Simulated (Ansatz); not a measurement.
# CH7NOSi: small, medium and large basis sets

The task here is to estimate one member of a computed series from the others.

Method: one geometry, several basis sets; program: Ansatz 0.2.0, Gaussian basis.

Levels to be run: PBE0-D4/def2-SVP; ωB97M-V/def2-SVP; PBE0-D4/def2-QZVPP; ωB97M-V/def2-QZVPP; CCSD(T)/cc-pV(D+d)Z; CCSD(T)/cc-pV(T+d)Z; CCSD(T)/cc-pV(Q+d)Z; the functionals' def2-TZVPP values are taken from earlier runs.

## The geometry

An earlier PBE0-D4 in a triple-zeta def2 set relaxation fixed the geometry.

11 atoms, charge 0, spin multiplicity 1.

Atoms are counted from 1 here; the program's logs count them from 0.

Bond lengths: C1–Si2 1.862 Å, C1–H5 1.092 Å, C1–H6 1.094 Å, C1–H7 1.093 Å, Si2–N3 1.716 Å, Si2–O4 1.649 Å, Si2–H8 1.487 Å, N3–H9 1.007 Å, N3–H10 1.006 Å, O4–H11 0.959 Å. Angles: Si2–C1–H5 110.2°, Si2–C1–H6 111.2°, Si2–C1–H7 111.4°, H5–C1–H6 107.7°, H5–C1–H7 108.0°, H6–C1–H7 108.1°, C1–Si2–N3 106.8°, C1–Si2–O4 113.3°, C1–Si2–H8 110.5°, N3–Si2–O4 109.8°, N3–Si2–H8 114.3°, O4–Si2–H8 102.2°, Si2–N3–H9 121.6°, Si2–N3–H10 120.4°, H9–N3–H10 111.3°, Si2–O4–H11 115.6°.

Set-up of the first run:

Contents of in.yaml:

```yaml
crystal:
  periodic: [false, false, false]
  atoms:
    - {symbol: C, position_ang: [-1.129357, 0.882075, 0.235123]}
    - {symbol: Si, position_ang: [-0.008304, -0.600087, 0.125299]}
    - {symbol: N, position_ang: [1.601708, -0.007406, 0.165712]}
    - {symbol: O, position_ang: [-0.240466, -1.494569, -1.240768]}
    - {symbol: H, position_ang: [-2.172922, 0.574634, 0.135633]}
    - {symbol: H, position_ang: [-1.021884, 1.388960, 1.198161]}
    - {symbol: H, position_ang: [-0.913668, 1.605538, -0.555943]}
    - {symbol: H, position_ang: [-0.328770, -1.576934, 1.198985]}
    - {symbol: H, position_ang: [2.389796, -0.626447, 0.263007]}
    - {symbol: H, position_ang: [1.800778, 0.901782, 0.548262]}
    - {symbol: H, position_ang: [0.088389, -1.104547, -2.052771]}
basis:
  gaussian: {orbitals: def2-SVP}
hamiltonian: {xc: pbe0, dispersion: d4}
output: {orbitals: {seedname: orbitals}}
```

Launch:

```sh
> ansatz run in.yaml --threads 2 --pin off --events-out ev --progress --plain --max-ram 32768MiB --backend cpu
```

Steps of the session up to this table: PBE0-D4 in def2-SVP; ωB97M-V in def2-SVP; PBE0-D4 in def2-QZVPP; ωB97M-V in def2-QZVPP.

One table of the session follows, with a row left open; its other results are not shown here.

It belongs to the step «Density functionals: the series». 

| functional | basis | HOMO (eV) | LUMO (eV) |
| --- | --- | --- | --- |
| PBE0-D4 | def2-SVP | -7.19 | 1.61 |
| PBE0-D4 | def2-TZVPP | -7.44 | 0.87 |
| PBE0-D4 | def2-QZVPP | -7.49 | 0.43 |
| ωB97M-V | def2-SVP | -9.57 | 3.21 |
| ωB97M-V | def2-TZVPP | ? | ? |
| ωB97M-V | def2-QZVPP | -9.88 | 1.56 |

**Question.** Estimate the row for ωB97M-V, def2-TZVPP.

The run gave: HOMO (eV): -9.83; LUMO (eV): 2.26. In the column «HOMO (eV)» it lies between ωB97M-V, def2-QZVPP (-9.88) and ωB97M-V, def2-SVP (-9.57).
